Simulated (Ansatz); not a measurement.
# CH6GeN: the cost of one run

Method: the settings change from run to run; program: Ansatz 0.2.0, Gaussian basis.

## (1) The molecule

The geometry comes from an earlier relaxation with PBE0-D4 in a triple-zeta def2 set; it is a stationary point, not always the lowest conformer.

SMILES `[CH3][GeH][NH2]`, 9 atoms, charge 0, spin multiplicity 2.

Atoms are counted from 1 here; the program's logs count them from 0.

Bond lengths: C1–Ge2 1.965 Å, C1–H4 1.092 Å, C1–H5 1.090 Å, C1–H6 1.091 Å, Ge2–N3 1.848 Å, Ge2–H7 1.557 Å, N3–H8 1.011 Å, N3–H9 1.011 Å. Angles: Ge2–C1–H4 109.1°, Ge2–C1–H5 110.2°, Ge2–C1–H6 110.5°, H4–C1–H5 109.3°, H4–C1–H6 109.1°, H5–C1–H6 108.6°, C1–Ge2–N3 106.1°, C1–Ge2–H7 111.0°, N3–Ge2–H7 104.6°, Ge2–N3–H8 115.5°, Ge2–N3–H9 115.5°, H8–N3–H9 108.9°.

## (2) B2PLYP/x2c-TZVPPall

Set apart from the defaults: charge -1, multiplicity 1, high accuracy, the search for lower states set to full.

in.yaml reads:

```yaml
crystal:
  periodic: [false, false, false]
  atoms:
    - {symbol: C, position_ang: [-0.752555, 0.942224, -0.724238]}
    - {symbol: Ge, position_ang: [0.917988, 0.148753, -0.061154]}
    - {symbol: N, position_ang: [0.420880, -1.172544, 1.131629]}
    - {symbol: H, position_ang: [-1.379944, 0.154673, -1.147373]}
    - {symbol: H, position_ang: [-0.536942, 1.683751, -1.493926]}
    - {symbol: H, position_ang: [-1.292152, 1.430218, 0.088320]}
    - {symbol: H, position_ang: [1.665047, -0.609336, -1.197578]}
    - {symbol: H, position_ang: [1.170888, -1.762855, 1.463780]}
    - {symbol: H, position_ang: [-0.124808, -0.861082, 1.923439]}
basis:
  gaussian: {orbitals: x2c-TZVPPall}
total_charge: -1
hamiltonian: {xc: {name: B2PLYP}}
accuracy: high
scf: {lower_state_search: full}
output: {forces: true}
```

The run is started by

```bash
ansatz run in.yaml --threads 4 --pin off --events-out ev --progress --plain --max-ram 10444MiB
```

Q: Estimate wall time and peak memory on 4 threads of Arm Neoverse V1, shared host.

About 31 s, with a peak of 1.1 GiB.
